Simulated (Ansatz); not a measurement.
**Ca: pressure up to the limit of the methods**

One table from this session's results is given with a row withheld; the runs are named, their logs left out.

Program: Ansatz 0.2.0. Level of theory: DFT LDA, with the methods named in each step. These are calculated values, not measurements.

### The structure to begin with

The structure is cubic, space group Fm-3m (No. 225). The conventional cell has a = 5.343 Å, b = 5.343 Å, c = 5.343 Å, α = 90.00°, β = 90.00°, γ = 90.00°. Ca (site symmetry m-3m) has 12 Ca at 3.78 Å in its first shell of neighbours.

As a file:

```
CELL_PARAMETERS angstrom
0.00000 2.67146 2.67146
2.67146 0.00000 2.67146
2.67146 2.67146 0.00000
ATOMIC_POSITIONS crystal
Ca 0.00000 0.00000 0.00000
```

Whether this phase is the stable one at these pressures isn't tested.

Set-up of the first run:

File input.yaml:

```yaml
crystal:
  lattice:
    - [0.0, 2.6714644531, 2.6714644531]
    - [2.6714644531, 0.0, 2.6714644531]
    - [2.6714644531, 2.6714644531, 0.0]
  atoms:
    - { symbol: Ca, position: [0.0, 0.0, 0.0] }
kpoints:
  mp_grid: { grid: [12, 12, 12] }
scf:
  occupations: { method: fermi_dirac, width: 0.08 }
hamiltonian:
  xc: lda
  pseudopotentials: { kind: paw }
output:
  forces: true
  stress: true
relax:
  f_tol: 0.005
  max_steps: 40
  cell: {}
```

The run is started by

```sh
$ ansatz run input.yaml --threads 1 --pin off --max-ram 2048MiB --backend cpu --events-out ev --progress --plain --runs-dir out
```

Steps of the session up to this table: Cell relaxed at zero pressure, PAW; Volume scaled by 1, PAW; Volume scaled by 0.95, PAW; Volume scaled by 0.85, PAW; Volume scaled by 0.75, PAW; Volume scaled by 0.65, PAW; Volume scaled by 0.65, PAW (cutoff 600 eV); Volume scaled by 0.55, PAW; Volume scaled by 0.45, PAW; Volume scaled by 0.4, PAW; Volume scaled by 0.4, PAW (source ansatz).

One of the session's tables, all rows but one given; the rest of the session is left out.

| method | volume over the first | volume (Å³/atom) | pressure (GPa) |
| --- | --- | --- | --- |
| PAW | 1 | 38.131 | -0.04 |
| PAW | 0.95 | 36.224 | 1.03 |
| PAW | 0.85 | 32.411 | 4.00 |
| PAW | 0.75 | ? | ? |
| PAW | 0.65 | 24.785 | 16.05 |
| PAW | 0.55 | 20.972 | 27.67 |
| PAW | 0.45 | 17.159 | 45.29 |
| PAW | 0.4 | 15.252 | 58.12 |
| PAW (cutoff 600 eV) | 0.65 | 24.785 | 16.05 |
| PAW (source ansatz) | 0.4 | 15.252 | 58.14 |

Q: Estimate the row for PAW, 0.75 from the others.

**Answer.** volume (Å³/atom): 28.598; pressure (GPa): 8.69. In the column «volume (Å³/atom)» it lies between PAW (cutoff 600 eV), 0.65 (24.785) and PAW, 0.85 (32.411).
